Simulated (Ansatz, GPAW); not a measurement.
## A script for GeSO (PBE in single-zeta orbitals)

These are simulated results from GPAW 26.7.0, not measurements. The cell was built from a prototype and was relaxed with r2SCAN in plane waves (Ansatz 0.2.0). It may be hypothetical. It is a single sheet, repeated along a and b, with vacuum along c. All runs are without spin polarisation.

The sheet's in-plane cell has a = 3.158 Å, b = 3.158 Å (γ = 120.0°), and its outermost atoms lie 2.32 Å apart along the normal. Ge has 3 O at 2.04 Å and 3 S at 2.31 Å; O has 3 Ge at 2.04 Å; S has 3 Ge at 2.31 Å.

The basis is minimal: single zeta, one radial function for each shell that the log's basis lists. It describes the filled bands fairly and the empty ones poorly.

Input script:

```python
import json
from ase import Atoms
from gpaw import GPAW, PW, FermiDirac

atoms = Atoms(['Ge', 'O', 'S'],
              cell=[[3.15813505, 0.0, 0.0], [-1.57906753, 2.73502518, 0.0], [0.0, 0.0, 28.6526854]],
              scaled_positions=[[0.0, 0.0, 0.320023842], [0.333333333, 0.666666667, 0.351669438], [0.666666667, 0.333333333, 0.270626773]],
              pbc=True)
calc = GPAW(mode='lcao', basis='sz(dzp)', h=0.2, xc='PBE', kpts={'size': (6, 6, 1), 'gamma': True},
            occupations=FermiDirac(0.02), maxiter=100, legacy_gpaw=True, txt='gpaw.txt')
atoms.calc = calc
res = {'energy': atoms.get_potential_energy(force_consistent=True)}
res['electrons'] = calc.get_number_of_electrons()
res['k'] = calc.get_ibz_k_points().tolist()
res['levels'] = [calc.get_eigenvalues(kpt=i).tolist() for i in range(len(res['k']))]
points = [[0.0, 0.0, 0.0], [0.5, 0.0, 0.0], [0.333333, 0.333333, 0.0]]
bands = calc.fixed_density(kpts=points, symmetry='off', txt='bands.txt')
res['points'] = [bands.get_eigenvalues(kpt=i).tolist() for i in range(len(points))]
json.dump(res, open('results.json', 'w'))
print('free energy (eV):', round(res['energy'], 5))
```

Command: `python run.py`. It took 3.5 s on 1 thread of Arm Neoverse V1, with other jobs on the host, peak memory 0.16 GiB.

The log gpaw.txt, trimmed of paths, versions and times, then the last line on the terminal. An iter line gives the energy in eV and the logarithms of the changes of orbitals (plane waves alone) and density (c: converged):

```
___ ___ ___ _ _ _
 |   |   |_  | | | |

 | | | | | . | | | |

 |__ |  _|___|_____|  26.7.0
 |___|_|

Input parameters:
  basis: sz(dzp)
  h: 0.2
  kpts: {gamma: True,
         size: (6, 6, 1)}
  maxiter: 100
  mode: lcao
  occupations: {fixmagmom: False,
                name: fermi-dirac,
                width: 0.02}
  xc: PBE

System changes: positions, numbers, cell, pbc, initial_charges, initial_magmoms

Initialize ...

species:
  Ge:
    name:    Germanium
    Z:       32.0
    valence: 4
    core:    28
    charge:  0.0  # [|e|]
    compensation charges:
      type: gauss
      rc: 0.32  # [Å]
      lmax: 2
    cutoffs:
      filter: 1.77  # [Å]
      core: 3.42  # [Å]
    projectors
    | kind |    occ | energy [eV] | rcut [Å] |

    |------|--------|-------------|----------|

    |   4s |  2.000 |     -11.726 |    1.005 |

    |   4p |  2.000 |      -3.896 |    1.005 |

    |    s |        |      15.485 |    1.005 |

    |    p |        |      23.315 |    1.005 |

    |    d |        |       0.000 |    1.005 |

    LCAO basis set for Ge:
      Name: sz(dzp)
      Number of radial functions: 2
      Number of spherical harmonics: 4
        l=0, rc=6.6406 Bohr: 4s-sz confined orbital
        l=1, rc=8.9688 Bohr: 4p-sz confined orbital
      Number of RI-basis functions 0

  O:
    name:    Oxygen
    Z:       8.0
    valence: 6
    core:    2
    charge:  0.0  # [|e|]
    compensation charges:
      type: gauss
      rc: 0.21  # [Å]
      lmax: 2
    cutoffs:
      filter: 1.17  # [Å]
      core: 0.83  # [Å]
    projectors
    | kind |    occ | energy [eV] | rcut [Å] |

    |------|--------|-------------|----------|

    |   2s |  2.000 |     -23.961 |    0.688 |

    |   2p |  4.000 |      -9.029 |    0.598 |

    |    s |        |       3.251 |    0.688 |

    |    p |        |      18.182 |    0.598 |

    |    d |        |       0.000 |    0.619 |

    LCAO basis set for O:
      Name: sz(dzp)
      Number of radial functions: 2
      Number of spherical harmonics: 4
        l=0, rc=4.3438 Bohr: 2s-sz confined orbital
        l=1, rc=5.3906 Bohr: 2p-sz confined orbital
      Number of RI-basis functions 0

  S:
    name:    Sulfur
    Z:       16.0
    valence: 6
    core:    10
    charge:  0.0  # [|e|]
    compensation charges:
      type: gauss
      rc: 0.24  # [Å]
      lmax: 2
    cutoffs:
      filter: 1.77  # [Å]
      core: 1.66  # [Å]
    projectors
    | kind |    occ | energy [eV] | rcut [Å] |

    |------|--------|-------------|----------|

    |   3s |  2.000 |     -17.254 |    0.974 |

    |   3p |  4.000 |      -7.008 |    0.979 |

    |    s |        |       9.957 |    0.974 |

    |    p |        |      20.203 |    0.979 |

    |    d |        |       0.000 |    0.900 |

    LCAO basis set for S:
      Name: sz(dzp)
      Number of radial functions: 2
      Number of spherical harmonics: 4
        l=0, rc=5.5156 Bohr: 3s-sz confined orbital
        l=1, rc=6.9375 Bohr: 3p-sz confined orbital
      Number of RI-basis functions 0

Reference energy: -69996.110051  # eV

Spin-paired calculation

Convergence criteria:
 Maximum [total energy] change in last 3 cyles: 0.0005 eV / valence electron
 Maximum integral of absolute [dens]ity change: 0.0001 electrons / valence electron
 Maximum integral of absolute [eigenst]ate change: 4e-08 eV^2 / valence electron
 Maximum number of scf [iter]ations: 100
 (Square brackets indicate name in SCF output, whereas a 'c' in
 the SCF output indicates the quantity has converged.)

Symmetries present (total): 2

  ( 1  0  0)  ( 0 -1  0)
  ( 0  1  0)  (-1  0  0)
  ( 0  0  1)  ( 0  0  1)

36 k-points: 6 x 6 x 1 Monkhorst-Pack grid + [1/12,1/12,0.000000]
13 k-points in the irreducible part of the Brillouin zone
       k-points in crystal coordinates                weights
   0:     0.00000000    0.00000000    0.00000000          1/36
   1:     0.16666667   -0.16666667    0.00000000          2/36
   2:     0.16666667    0.00000000    0.00000000          4/36
   3:     0.16666667    0.16666667    0.00000000          2/36
   4:     0.33333333   -0.33333333    0.00000000          2/36
   5:     0.33333333   -0.16666667    0.00000000          4/36
   6:     0.33333333    0.00000000    0.00000000          4/36
   7:     0.33333333    0.16666667    0.00000000          4/36
   8:     0.33333333    0.33333333    0.00000000          2/36
   9:     0.50000000    0.00000000    0.00000000          2/36
          ...
  12:     0.50000000    0.50000000    0.00000000          1/36

Wave functions: LCAO
  Diagonalizer: Serial LAPACK
  Atomic Correction: dense with blas
  Data-type: complex

Occupation numbers: Fermi-Dirac:
  width: 0.0200  # eV

Eigensolver
   LCAO using direct dense diagonalizer

Densities:
  Coarse grid: 12*12*144 grid
  Fine grid: 24*24*288 grid
  Total Charge: 0.000000

Density mixing:
  Method: separate
  Backend: msr1
  Linear mixing parameter: 0.05
  old densities: 10
  Width of damping distribution: 1.1
  Damping of long wavelength oscillations: 20

Hamiltonian:
  XC and Coulomb potentials evaluated on a 24*24*288 grid
  Using the PBE Exchange-Correlation functional
  Interpolation: tri-quintic (5. degree polynomial)
  Poisson solver: FastPoissonSolver using
    Stencil: 8*3+1=25 point O(h^6) finite-difference Laplacian
    FFT axes: [np.int64(0), np.int64(1), np.int64(2)]
    FST axes: []

XC parameters: PBE with 2 nearest neighbor stencil

Memory estimate:
  Process memory now: 126.64 MiB
  Calculator: 15.63 MiB
    Density: 10.91 MiB
      Arrays: 4.11 MiB
      Localized functions: 3.64 MiB
      Mixer: 3.16 MiB
    Hamiltonian: 2.96 MiB
      Arrays: 2.69 MiB
      XC: 0.00 MiB
      Poisson: 0.00 MiB
      vbar: 0.27 MiB
    Wavefunctions: 1.75 MiB
      C [qnM]: 0.03 MiB
      S, T [2 x qmm]: 0.06 MiB
      P [aqMi]: 0.01 MiB
      BasisFunctions: 1.66 MiB
      Eigensolver: 0.00 MiB

Total number of cores used: 1

Number of atoms: 3
Number of atomic orbitals: 12
Number of bands in calculation: 12
Number of valence electrons: 16
Bands to converge: occupied
Positions:
   0 Ge     0.000000    0.000000    9.169542    ( 0.0000,  0.0000,  0.0000)
   1 O     -0.000000    1.823350   10.076274    ( 0.0000,  0.0000,  0.0000)
   2 S      1.579068    0.911675    7.754184    ( 0.0000,  0.0000,  0.0000)

Unit cell:
           periodic     x           y           z      points  spacing
  1. axis:    yes    3.158135    0.000000    0.000000    12     0.2279
  2. axis:    yes   -1.579068    2.735025    0.000000    12     0.2279
  3. axis:    yes    0.000000    0.000000   28.652685   144     0.1990

  Lengths:   3.158135   3.158135  28.652685
  Angles:   90.000000  90.000000 120.000000

Effective grid spacing dv^(1/3) = 0.2285

iter:   1   -13.290700        c
iter:   2   -12.730746        c -0.86
iter:   3   -10.884386        c -0.91
iter:   4   -10.861863        c -1.63
iter:   5   -10.902304        c -1.79
iter:   6   -10.834976        c -1.68
iter:   7   -10.834769        c -2.86
iter:   8   -10.834727c       c -3.19
iter:   9   -10.834726c       c -4.15c

Converged after 9 iterations.

Energy contributions relative to reference atoms: (reference = -69996.110051)

Kinetic:        +57.437539
Potential:      -48.226884
External:        +0.000000
XC:             -20.872495
Entropy (-ST):   -0.000000
Local:           +0.827114
SIC:             +0.000000
--------------------------
Free energy:    -10.834726
Extrapolated:   -10.834726

Showing only first 2 kpts
 Kpt  Band  Eigenvalues  Occupancy
  0     6     -4.60091    2.00000
  0     7     -4.59876    2.00000
  0     8     -3.71528    0.00000
  0     9      0.94547    0.00000

  1     6     -5.56903    2.00000
  1     7     -4.88166    2.00000
  1     8     -2.57586    0.00000
  1     9      0.65049    0.00000

Fermi level: -4.13222

Gap: 0.883 eV
Transition (v -> c):
  (s=0, k=0, n=7, [0.00, 0.00, 0.00]) -> (s=0, k=0, n=8, [0.00, 0.00, 0.00])
No difference between direct/indirect transitions

free energy (eV): -10.83473
```

The gap in the log is over the mesh alone; results.json adds the listed points. PBE in single-zeta orbitals gives a gap of 0.88 eV. On the same cell, plane-wave PBE (Ansatz, 12×12×1 k points and the special points) gives a gap of 0.68 eV and r2SCAN a gap of 1.05 eV; on shared hosts these took about 14 and 29 core-seconds on the 3-atom cell, against 3.5 for the script. Semilocal gaps usually lie below measured ones.

Spin-orbit coupling is left out.
